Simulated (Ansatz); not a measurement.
# C7H7: the cost of one run

Computed with Ansatz 0.2.0, Gaussian basis. Level: the settings change from run to run.

**1. The geometry**

The structure was relaxed beforehand with PBE0-D4 in a triple-zeta def2 set.

SMILES `[CH2]c1ccccc1`, 14 atoms, charge 0, spin multiplicity 2.

Atoms are counted from 1 here; the program's logs count them from 0.

Bond lengths: C1–C2 1.400 Å, C1–H8 1.082 Å, C1–H9 1.082 Å, C2–C3 1.416 Å, C2–C7 1.416 Å, C3–C4 1.377 Å, C3–H10 1.085 Å, C4–C5 1.393 Å, C4–H11 1.084 Å, C5–C6 1.393 Å, C5–H12 1.084 Å, C6–C7 1.377 Å, C6–H13 1.084 Å, C7–H14 1.085 Å. Angles: C2–C1–H8 121.0°, C2–C1–H9 121.0°, H8–C1–H9 118.0°, C1–C2–C3 121.3°, C1–C2–C7 121.3°, C3–C2–C7 117.4°, C2–C3–C4 121.1°, C2–C3–H10 118.7°, C4–C3–H10 120.2°, C3–C4–C5 120.4°, C3–C4–H11 119.7°, C5–C4–H11 119.8°, C4–C5–C6 119.6°, C4–C5–H12 120.2°, C6–C5–H12 120.2°, C5–C6–C7 120.4°, C5–C6–H13 119.8°, C7–C6–H13 119.7° and more.

**2. PBE0-DH/6-31++G****

Options: atoms shaken by 0.15 Å, the search for lower states set to full.

The input, in.yaml:

```yaml
crystal:
  periodic: [false, false, false]
  atoms:
    - {symbol: C, position_ang: [-0.010711, -1.673824, 1.866651]}
    - {symbol: C, position_ang: [0.167006, -0.468191, 0.687497]}
    - {symbol: C, position_ang: [0.921053, -0.855434, -0.407587]}
    - {symbol: C, position_ang: [0.914061, 0.075352, -1.451980]}
    - {symbol: C, position_ang: [0.043995, 1.338919, -1.459502]}
    - {symbol: C, position_ang: [-0.472753, 1.675585, -0.381125]}
    - {symbol: C, position_ang: [-0.602288, 0.237952, 0.602657]}
    - {symbol: H, position_ang: [-0.319571, -1.132368, 2.345770]}
    - {symbol: H, position_ang: [0.673439, -2.327696, 1.872187]}
    - {symbol: H, position_ang: [1.296766, -1.733587, -0.477351]}
    - {symbol: H, position_ang: [1.592016, -0.459492, -2.279346]}
    - {symbol: H, position_ang: [0.327273, 1.776236, -2.179941]}
    - {symbol: H, position_ang: [-1.396219, 2.112003, -0.385933]}
    - {symbol: H, position_ang: [-1.131892, 1.098333, 1.500237]}
basis:
  gaussian: {orbitals: "6-31++G**"}
magnetization: {spin_polarized: true, initial_magnetization: 1}
hamiltonian: {xc: {name: PBE0-DH}}
scf: {lower_state_search: full}
output: {forces: true}
```

Run with:

```bash
> ansatz run in.yaml --threads 2 --pin off --events-out ev --progress --plain --max-ram 32768MiB --backend cpu
```

**Question.** How long does this run take on 2 threads of AMD EPYC 7R13, shared host, and how much memory does it need?

About 73 s, with a peak of 1 GiB.
